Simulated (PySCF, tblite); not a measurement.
# C7H18N2: geometry, infrared bands and NMR shifts

Wanted: the infrared bands and NMR shifts of C7H18N2 (`CCCN(C)N(C)CC`), by calculation.

The runs use tblite 0.8.0 and PySCF 2.14.0, with density-fitted response routines of our own; the level of theory stands in each step. All values are computed, except where a source is named. Atoms are numbered from 0 throughout.

## (1) The molecule as given

27 atoms, charge 0, multiplicity 1; geometry from: force field or distance geometry start.

Bonds of the start (Å): C0–C1 1.53, C1–C2 1.54, C2–N3 1.48, N3–C4 1.48, N3–N5 1.47, N5–C6 1.46, N5–C7 1.47, C7–C8 1.52, C0–H9 1.09, C0–H10 1.09, C0–H11 1.10, C1–H12 1.08, C1–H13 1.10, C2–H14 1.08, C2–H15 1.09, C4–H16 1.09, C4–H17 1.09, C4–H18 1.09, C6–H19 1.09, C6–H20 1.09, C6–H21 1.10, C7–H22 1.10, C7–H23 1.11, C8–H24 1.10, C8–H25 1.09, C8–H26 1.10.

## (2) Geometry optimisation with GFN2-xTB

The job: settings as JSON, then the geometry in Å.

```
{"job": {"kind": "relax", "xc": "GFN2-xTB", "basis": "xTB"}, "charge": 0, "multiplicity": 1}
C      2.268700     1.634400     0.807900
C      2.030000     0.890000    -0.504700
C      1.493100    -0.535900    -0.282000
N      0.119700    -0.560400     0.268100
C     -0.212900    -1.909000     0.778000
N     -0.854000    -0.019400    -0.688700
C     -1.293100    -0.965400    -1.714900
C     -1.995700     0.586500     0.011500
C     -1.613800     1.763100     0.888300
H      2.951000     1.093200     1.461800
H      2.687000     2.621300     0.603000
H      1.323200     1.782800     1.358700
H      1.370300     1.470100    -1.137600
H      3.000300     0.806600    -1.020100
H      2.165900    -1.040800     0.401700
H      1.531300    -1.079400    -1.221800
H      0.460200    -2.172500     1.598000
H     -1.227800    -1.952000     1.179900
H     -0.115800    -2.676700     0.005400
H     -1.872600    -0.441300    -2.469500
H     -0.452000    -1.418700    -2.231900
H     -1.925200    -1.764200    -1.302300
H     -2.541900    -0.151100     0.616300
H     -2.713400     0.952900    -0.745100
H     -2.520200     2.257100     1.274900
H     -1.032100     1.451000     1.755100
H     -1.050300     2.517100     0.322000
```

Run with:

```console
$ OMP_NUM_THREADS=1 python probes_run.py task.json out
```

This one command runs all jobs of the session in turn.

**Question.** This job is followed by: GFN2-xTB harmonic vibrations, gas phase; GIAO PBE0/pcSseg-1 NMR shielding, non-relativistic, gas phase. What will the session give for the following? strongest single infrared mode (GFN2-xTB); zero-point energy (GFN2-xTB); 13C shifts against TMS (PBE0/pcSseg-1); 1H shifts against TMS (PBE0/pcSseg-1, means over atoms taken as alike); 15N shifts against NH3 (PBE0/pcSseg-1); surface potential, 1st and 99th percentile.

**Answer**, as computed:

| quantity | value |
| --- | --- |
| strongest single infrared mode (GFN2-xTB) | 2863 cm⁻¹, 157 km/mol |
| zero-point energy (GFN2-xTB) | 154.0 kcal/mol |
| 13C shifts against TMS (PBE0/pcSseg-1) | 58.4, 51.6, 33.7, 33.0, 22.7, 15.9, 15.5 ppm |
| 1H shifts against TMS (PBE0/pcSseg-1, means over atoms taken as alike) | 2.48, 2.32, 2.18, 2.16, 1.66, 1.23, 1.03 ppm |
| 15N shifts against NH3 (PBE0/pcSseg-1) | 91.6, 84.0 ppm |
| surface potential, 1st and 99th percentile | -0.87 V and 0.62 V |

What this shows: Over 62 steps the energy fell by 0.194 eV; of the close pairs, N3–N5 changed most, 1.468 to 1.413 Å. No mode is imaginary among the 75: a minimum at this level. The strongest single mode, at 2863 cm⁻¹, moves mainly H18. GFN2-xTB is a fitted tight-binding method: band positions and strengths are rough. Its intensities can rank the bands wrongly. At PBE0/pcSseg-1: The widest tensor belongs to N3: span 116 ppm, with a paramagnetic part of -141 ppm.
